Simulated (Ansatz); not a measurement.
# ReW3: convergence and cost

An exercise on one series of results from a longer session: the logs are not shown, and one member is left open.

Computed with Ansatz 0.2.0 (DFT r2SCAN, scalar-relativistic, plane waves, PAW, unless a step's input says otherwise).

1 further run of the same task is left out (it didn't finish).

**Starting point**

Symmetry: Cmmm, No. 65, orthorhombic system. The conventional cell has a = 3.158 Å, b = 4.491 Å, c = 8.980 Å, α = 90.00°, β = 90.00°, γ = 90.00°. Around Re (site symmetry mmm) lie 4 W at 2.74 Å and 4 Re at 2.74 Å. Around W (site symmetry mm2) lie 2 Re at 2.74 Å and 6 W at 2.74 to 2.75 Å. W (site symmetry mmm) has 8 W at 2.74 to 2.75 Å as nearest neighbours.

Structure file:

```cif
data_structure
_symmetry_space_group_name_H-M 'P 1'
_symmetry_Int_Tables_number 1
_cell_length_a 2.7449
_cell_length_b 2.7449
_cell_length_c 8.9797
_cell_angle_alpha 90.000
_cell_angle_beta 90.000
_cell_angle_gamma 109.776
_cell_volume 63.66
loop_
_atom_site_label
_atom_site_type_symbol
_atom_site_fract_x
_atom_site_fract_y
_atom_site_fract_z
_atom_site_occupancy
Re1 Re 0.00000 0.00000 0.00000 1
W1 W 0.50000 0.50000 0.75072 1
W2 W 0.00000 0.00000 0.50000 1
W3 W 0.50000 0.50000 0.24928 1
```

The structure comes from the Materials Project (structure only); it is used as listed.

The first run:

input.yaml reads:

```yaml
crystal:
  lattice:
    - [1.57877, -2.245371, 0.0]
    - [1.57877, 2.245371, 0.0]
    - [0.0, 0.0, 8.979683]
  atoms:
    - { symbol: Re, position: [0.0, 0.0, 0.0] }
    - { symbol: W, position: [0.5, 0.5, 0.75072] }
    - { symbol: W, position: [0.0, 0.0, 0.5] }
    - { symbol: W, position: [0.5, 0.5, 0.24928] }
basis:
  ecutwfc: 500
kpoints:
  mp_grid: { grid: [8, 8, 2] }
hamiltonian:
  xc: r2scan
scf:
  occupations: { method: gaussian, width: 0.1 }
output:
  forces: true
  stress: true
  eigenvalues: true
```

Among the steps run: Quick check of gap, pressure and forces; The base run, for reference; K-point mesh set to 1×1×1; K-point mesh: 4×4×1; K-point mesh: 6×6×2; K-point mesh: 8×8×2; K-point mesh: 10×10×4; K-point mesh set to 12×12×4; K-point mesh set to 14×14×4; K-point mesh: 18×18×6.

One of the session's tables, all rows but one given; the rest of the session is left out.

It belongs to the step «What the k-point mesh changes». 

```
   mesh  ΔE (meV/atom)  pressure (GPa)  largest change of a force component (eV/Å)
  1×1×1          -1518           44.26                                       2.366
  4×4×1              ?               ?                                           ?
  6×6×2          -4.27           -7.14                                       0.035
  8×8×2          -15.2           -6.65                                       0.002
10×10×4           5.88           -6.02                                       0.010
12×12×4          -3.88           -6.02                                       0.003
14×14×4           1.27           -5.95                                       0.033
16×16×6           0.16           -5.93                                       0.001
18×18×6           0.00           -5.93                                       0.000
```

Q: Estimate the row for 4×4×1 from the others.

As computed: ΔE (meV/atom): 16.8; pressure (GPa): -6.73; largest change of a force component (eV/Å): 0.161. In the column «ΔE (meV/atom)» it is the highest.

Caveats from the session: The error changes sign along the series, since a k mesh isn't variational, and a metal needs dense meshes to resolve its Fermi surface.
